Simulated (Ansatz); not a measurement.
# CdClH6NSi2: the cost of one run

Computed with Ansatz 0.2.0, Gaussian basis. Level: functionals in def2-TZVPP, the program's frozen cores in correlated methods.

Levels to be run: LDA (SPW92), PBE-D4, revPBE-D4, BLYP-D4, r2SCAN-D4, B97M-V, PBE0-D4, B3LYP-D4, r2SCANh-D4, r2SCAN0-D4, HSE06-D4, BHLYP-D4, CAM-B3LYP-D4, LC-ωPBE, ωB97X-V, ωB97M-V, B2PLYP, PBE-QIDH; CCSD(T)/def2-SVP; MP2/def2-TZVPP; MP2/def2-QZVPP; RPA on PBE.

1 further run of the same task is left out (for a known fault of the program). Runs told in other sessions of the task aren't counted.

**1. The relaxed structure**

An earlier PBE0-D4 in a triple-zeta def2 set relaxation fixed the geometry. Cd takes the def2 core potential; no spin-orbit term is included.

SMILES `[SiH3][N]([SiH3])[Cd][Cl]`, 11 atoms, charge 0, spin multiplicity 1.

Atoms are counted from 1 here; the program's logs count them from 0.

Bond lengths: Si1–N2 1.722 Å, Si1–H6 1.490 Å, Si1–H7 1.492 Å, Si1–H8 1.490 Å, N2–Si3 1.722 Å, N2–Cd4 2.013 Å, Si3–H9 1.492 Å, Si3–H10 1.490 Å, Si3–H11 1.490 Å, Cd4–Cl5 2.263 Å. Angles: N2–Si1–H6 112.1°, N2–Si1–H7 108.5°, N2–Si1–H8 112.1°, H6–Si1–H7 108.3°, H6–Si1–H8 107.5°, H7–Si1–H8 108.2°, Si1–N2–Si3 124.3°, Si1–N2–Cd4 117.9°, Si3–N2–Cd4 117.9°, N2–Si3–H9 108.5°, N2–Si3–H10 112.1°, N2–Si3–H11 112.1°, H9–Si3–H10 108.2°, H9–Si3–H11 108.3°, H10–Si3–H11 107.5°, N2–Cd4–Cl5 180.0°.

**2. LDA**

This LDA is Slater exchange with PW92 correlation.

Contents of in.yaml:

```yaml
crystal:
  periodic: [false, false, false]
  atoms:
    - {symbol: Si, position_ang: [-1.155250, -0.069918, 1.188126]}
    - {symbol: N, position_ang: [-0.039171, 0.052096, -0.117574]}
    - {symbol: Si, position_ang: [1.595685, -0.484579, -0.049762]}
    - {symbol: Cd, position_ang: [-0.688208, 0.876255, -1.835984]}
    - {symbol: Cl, position_ang: [-1.417765, 1.803079, -3.767713]}
    - {symbol: H, position_ang: [-0.698041, 0.685611, 2.388483]}
    - {symbol: H, position_ang: [-2.462873, 0.498181, 0.748437]}
    - {symbol: H, position_ang: [-1.377143, -1.483254, 1.605175]}
    - {symbol: H, position_ang: [2.239408, -0.210590, -1.367521]}
    - {symbol: H, position_ang: [1.694587, -1.946278, 0.222885]}
    - {symbol: H, position_ang: [2.374172, 0.222495, 1.006047]}
basis:
  gaussian: {orbitals: def2-TZVPP}
hamiltonian: {xc: lda}
output: {orbitals: {seedname: orbitals}}
```

Started as:

```console
> ansatz run in.yaml --threads 4 --pin off --events-out ev --progress --plain --max-ram 11315MiB
```

Q: Estimate wall time and peak memory on 4 threads of Arm Neoverse V1, shared host.

About 3.4 s, with a peak of 0.48 GiB.
